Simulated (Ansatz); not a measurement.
# GeHF (singlet): the correlation ladder, cc-pVDZ

How much of the correlation energy of GeHF (singlet) does each wave-function method recover here?

Method: cc-pVDZ, core rule «outside noble gas», up to 15 orbitals frozen; program: Ansatz 0.2.0, Gaussian basis.

Plan: UHF; CCSD(T) on RHF; BCCD(T) on RHF; CISD; CCSDT(Q) on RHF; CCSDTQ on RHF.

10 further runs of the same task are left out: 7 for a known fault of the program, 3 set aside as unsound or not needed.

## 1. What is computed

The geometry is a PBE0/def2-TZVP stationary point (not a proven minimum). No spin-orbit coupling is included. The filled d shell of Ge may be among the frozen orbitals whatever the setting's name suggests; the logs give the count.

3 atoms, charge 0, spin multiplicity 1.

Atoms are counted from 1 here; the program's logs count them from 0.

Bond lengths: Ge1–F2 1.757 Å, Ge1–H3 1.609 Å. Angles: F2–Ge1–H3 94.2°.

## 2. UHF

Contents of in.yaml:

```yaml
crystal:
  periodic: [false, false, false]
  atoms:
    - {symbol: Ge, position_ang: [0.000000, -0.031999, 0.357936]}
    - {symbol: F, position_ang: [0.000000, 0.039207, -1.397243]}
    - {symbol: H, position_ang: [0.000000, 1.567096, 0.540598]}
basis:
  gaussian: {orbitals: cc-pVDZ}
magnetization: {spin_polarized: true, initial_magnetization: 0}
hamiltonian: {xc: hf}
output: {orbitals: {seedname: orbitals}}
```

Started as:

```console
$ ansatz run in.yaml --threads 1 --pin off --events-out ev --progress --plain --max-ram 4096MiB --backend cpu
```

The runs that follow: CCSD(T) on RHF; BCCD(T) on RHF; CISD; CCSDT(Q) on RHF; CCSDTQ on RHF.

Q: Predict the results of all the runs planned. Wanted: RCCSDTQ below the RHF energy; RMP2 from RCCSDTQ; RCCSD from RCCSDTQ; RCCSD(T) from RCCSDTQ; RCCSDT(Q) from RCCSDTQ; T1 diagnostic.

As calculated:

| quantity | value |
| --- | --- |
| RCCSDTQ below the RHF energy | -7.9632 eV |
| RMP2 from RCCSDTQ | +688.4 meV |
| RCCSD from RCCSDTQ | +183.1 meV |
| RCCSD(T) from RCCSDTQ | +32.0 meV |
| RCCSDT(Q) from RCCSDTQ | -2.2 meV |
| levels within 1 kcal/mol (43 meV) | RCCSD(T), BCCD(T), RCCSDT, RCCSDT(Q) |
| T1 diagnostic | 0.018 |

What this shows: RCCSD(T) misses by +32.0 meV, 0.4 % of the correlation energy. These misses are within one basis, not against nature.
